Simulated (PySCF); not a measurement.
# C3H8GeS: the cost of one run

Programs: PySCF 2.14.0, with density-fitted response routines of our own. Each step states its level of theory. These are calculated values for one molecule in the gas phase, unless marked as measured. Atoms are numbered from 0 throughout.

**1. Starting geometry**

13 atoms, charge 0, multiplicity 1; geometry from: GFN2-xTB. The atoms were then displaced at random by about 0.01 Å, so the start is not that level's minimum.

Bonds of the start (Å): C0–C1 1.31, C1–Ge2 1.97, Ge2–S3 2.16, S3–C4 1.82, C0–H5 1.11, C0–H6 1.08, C1–H7 1.08, Ge2–H8 1.50, Ge2–H9 1.51, C4–H10 1.10, C4–H11 1.08, C4–H12 1.08.

**2. Optimising the geometry at PBE0-D3(BJ)/def2-SVP**

Job settings and geometry (Å):

```
{"job": {"xc": "PBE0", "basis": "def2-SVP", "d3": "d3bj", "grid": 1, "shake": 0.01, "kind": "geom"}, "charge": 0, "multiplicity": 1}
C      1.793670     0.864320     0.808480
C      1.323070    -0.355150     0.690790
Ge     0.433410    -1.044000    -0.926710
S     -1.677280    -1.330010    -0.553570
C     -2.138160     0.363390    -0.054830
H      1.702590     1.590010    -0.021610
H      2.242160     1.264280     1.706410
H      1.420730    -1.022440     1.529730
H      0.649130    -0.044300    -2.028650
H      0.984140    -2.386620    -1.329950
H     -3.197920     0.356750     0.221040
H     -1.955980     1.056070    -0.862670
H     -1.573760     0.670830     0.811210
```

Run with:

```
OMP_NUM_THREADS=1 python probes_run.py task.json out
```

One launch serves the whole session: the jobs run in the order shown.

Q: Estimate the wall time and peak memory of this first job on 1 thread of Arm Neoverse V1, shared host.

About 38 s, with a peak of 0.56 GiB.
